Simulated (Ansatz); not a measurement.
# Al2Cl2H2: the cost of one run

Program: Ansatz 0.2.0. Level of theory: RKS PBE0/def2-SVP. These are calculated values, not measurements.

### 1 The system as given

Bond lengths: Al1–Al2 2.539 Å, Al2–Cl3 2.045 Å, Al2–Cl4 2.042 Å, Al1–H5 1.571 Å, Al1–H6 1.571 Å. Angles: Al1–Al2–Cl3 119.9°, Al1–Al2–Cl4 120.8°, Cl3–Al2–Cl4 119.3°, Al2–Al1–H5 122.6°, Al2–Al1–H6 122.1°, H5–Al1–H6 115.3°.

Coordinates:

```xyz
6

Al   -0.7564    1.0205   -0.4050
Al    0.6805   -0.9274    0.3610
Cl    1.6283   -0.8461    2.1707
Cl    0.9146   -2.5797   -0.8165
H    -1.5081    1.0260   -1.7848
H    -0.9588    2.3066    0.4746
```

### 2 End point A

The input, input.yaml:

```yaml
crystal:
  periodic: [false, false, false]
  atoms:
    - { symbol: Al, position_ang: [-0.75642, 1.02053, -0.40496] }
    - { symbol: Al, position_ang: [0.68046, -0.92735, 0.36096] }
    - { symbol: Cl, position_ang: [1.62828, -0.84606, 2.17071] }
    - { symbol: Cl, position_ang: [0.91461, -2.57972, -0.81653] }
    - { symbol: H, position_ang: [-1.50813, 1.02597, -1.78475] }
    - { symbol: H, position_ang: [-0.9588, 2.30663, 0.47457] }
basis:
  gaussian: { orbitals: def2-SVP }
hamiltonian:
  xc: pbe0
relax:
  f_tol: 0.015
  max_steps: 40
```

The run is started by

```bash
> ansatz run input.yaml --threads 1 --pin off --max-ram 2048MiB --backend cpu --events-out ev --progress --plain --runs-dir out
```

What time and memory should one allow on 1 thread of Arm Neoverse V1, shared host?

About 14 s, with a peak of 0.17 GiB.
